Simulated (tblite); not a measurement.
# C5H18F2OSi5: the cost of one run

Computed with tblite 0.8.0 (tight binding) and PySCF 2.14.0 (DFT, with response routines of our own); each step states its level. Atoms count from 0 throughout.

### 1 The molecule as given

31 atoms, charge 0, multiplicity 1; geometry from: MMFF94s geometry. This is the first candidate.

Bonds of the start (Å): C0–H13 1.09, C0–H14 1.10, C0–H15 1.08, C0–O1 1.44, C12–H29 1.10, C12–H30 1.08, C3–H17 1.10, C3–H18 1.08, C3–Si4 1.85, C6–H23 1.10, C6–H24 1.10, C6–Si7 1.84, C8–H27 1.09, C8–H28 1.09, C8–Si9 1.83, O1–Si2 1.66, Si2–C12 1.84, Si2–C3 1.87, Si2–H16 1.48, Si4–C6 1.84, Si4–H19 1.48, Si4–Si5 2.34, Si5–H20 1.49, Si5–H21 1.49 and more.

### 2 GFN2-xTB relaxation, isomer A, conformer 1

Job settings and geometry (Å):

```
{"job": {"xc": "GFN2-xTB", "basis": "xTB", "kind": "relax"}, "charge": 0, "multiplicity": 1}
C      3.975400    -0.193600    -0.861400
O      2.621200    -0.267100    -1.331300
Si     1.404600     0.291900    -0.343500
C     -0.044400     0.810300    -1.407000
Si    -1.499300     1.428500    -0.449400
Si    -1.021300     3.531200     0.450000
C     -2.191600     0.384800     0.893000
Si    -2.566700    -1.328100     0.335500
C     -1.241100    -2.340000    -0.447200
Si     0.258800    -2.379000     0.598700
F     -0.117700    -3.142100     1.956400
F      1.343800    -3.285800    -0.167400
C      1.075900    -0.810400     1.099000
H      4.115500    -0.787500     0.044600
H      4.259700     0.857800    -0.680900
H      4.616000    -0.597900    -1.626800
H      1.910000     1.555200     0.248600
H     -0.341900    -0.027500    -2.051400
H      0.297100     1.591400    -2.077700
H     -2.575700     1.648800    -1.444900
H     -0.006000     3.355700     1.528300
H     -0.477400     4.426500    -0.604100
H     -2.244300     4.121700     1.053100
H     -3.130600     0.831600     1.250200
H     -1.533400     0.370500     1.772400
H     -3.711000    -1.264900    -0.622100
H     -3.105800    -2.066000     1.500200
H     -1.022500    -1.984600    -1.454400
H     -1.611900    -3.360300    -0.582000
H      2.039300    -1.049800     1.576500
H      0.513100    -0.291700     1.859700
```

The run is started by

```sh
$ OMP_NUM_THREADS=1 python ens_run.py task.json out
```

The driver reads the study from task.json and runs its stages one after another.

**Question.** How long does this first job take on 1 thread of Arm Neoverse N1, shared host?

About 12 s.
